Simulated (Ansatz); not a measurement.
Task: a short molecular-dynamics run of AlBrH2O2, SMILES [OH][Al]([OH])[Br], with the Python package of Ansatz (0.2.0). Give the script and its output. Level of theory (for the species named): B3LYP, def2-SVP basis, multiplicity 1.

```yaml
atoms:
  - { symbol: O, position_ang: [0.0273, 1.2223, -1.1918] }
  - { symbol: Al, position_ang: [0.0048, -0.3186, -0.2779] }
  - { symbol: O, position_ang: [1.2629, -0.6071, 0.9830] }
  - { symbol: Br, position_ang: [-1.5550, -1.9662, -0.7167] }
  - { symbol: H, position_ang: [-0.5941, 1.8542, -0.6765] }
  - { symbol: H, position_ang: [0.8961, -0.2486, 1.8337] }
```

`md_albrh2o2.py`:
```python
import ansatz as az
import numpy as np

GEOMETRY = """
O     0.02730    1.22230   -1.19180
Al    0.00480   -0.31860   -0.27790
O     1.26290   -0.60710    0.98300
Br   -1.55500   -1.96620   -0.71670
H    -0.59410    1.85420   -0.67650
H     0.89610   -0.24860    1.83370
"""

albrh2o2 = az.Crystal.molecule()
for line in GEOMETRY.strip().splitlines():
    symbol, *xyz = line.split()
    albrh2o2 = albrh2o2.atom(symbol, [float(v) for v in xyz])

job = albrh2o2.calculation().basis(gaussian="def2-SVP").functional("b3lyp")
symbols = [site.symbol for site in albrh2o2.cartesian_sites]
start = np.array([site.position_ang for site in albrh2o2.cartesian_sites], dtype=float)
summary = job.relax(force_tolerance=0.02, max_steps=100).run(threads=1, backend="cpu").report
end = np.array(summary["positions_ang"])
minimum = az.Crystal.molecule()
for symbol, place in zip(symbols, end):
    minimum = minimum.atom(symbol, place.tolist())

job = (
    minimum.calculation()
    .basis(gaussian="def2-SVP")
    .functional("b3lyp")
    .md("nve", timestep=0.25, steps=40, temperature=200, initial_velocities="maxwell_boltzmann", seed=40)
)
frames = []
res = job.session().plan().execute(on_event=lambda e: frames.append(e["data"]) if e["event"] == "md_step" else None)
print("t (fs)   E_pot (eV)      E_kin (eV)   T (K)   d(0-1) (A)")
for f in frames[::3]:
    xyz = np.array(f["positions_ang"])
    print(f"{f['time_fs']:6.2f} {f['lagrangian_ev']:14.5f} {f['e_kin_ev']:10.5f} {f['temperature_k']:8.1f} {np.linalg.norm(xyz[0] - xyz[1]):9.4f}")
kept = np.array([f["conserved_ev"] for f in frames])
print(f"conserved energy moves by at most {1000 * np.ptp(kept):.3f} meV")
```

```console
$ python md_albrh2o2.py
t (fs)   E_pot (eV)      E_kin (eV)   T (K)   d(0-1) (A)
  0.00   -80762.16659    0.10341    200.0    1.6954
  0.75   -80762.16046    0.09732    188.2    1.6925
  1.50   -80762.14809    0.08504    164.5    1.6897
  2.25   -80762.14055    0.07754    150.0    1.6873
  3.00   -80762.14300    0.07996    154.6    1.6854
  3.75   -80762.15053    0.08740    169.0    1.6838
  4.50   -80762.15230    0.08912    172.4    1.6827
  5.25   -80762.14204    0.07891    152.6    1.6817
  6.00   -80762.12656    0.06354    122.9    1.6808
  6.75   -80762.11971    0.05671    109.7    1.6798
  7.50   -80762.12487    0.06179    119.5    1.6788
  8.25   -80762.13060    0.06743    130.4    1.6779
  9.00   -80762.12620    0.06305    121.9    1.6772
  9.75   -80762.11376    0.05070     98.1    1.6769
conserved energy moves by at most 0.196 meV
```

Notes:
- Total energies depend on the basis set; only differences at equal settings carry meaning.
- The trajectory is only some femtoseconds long, so its temperature is not equilibrated; where the script doesn't relax first, it starts from a rough generated geometry.
- b3lyp holds the VWN-RPA fit, as in Gaussian; the form of ORCA and Turbomole is b3lyp5.
- The temperature counts the internal degrees of freedom alone.
- Timing: 2.7 min on 1 thread of Arm Neoverse V2, with other jobs on the host, peak memory 0.26 GiB.

(Lines on the test bed's own set-up are left out of the output.)
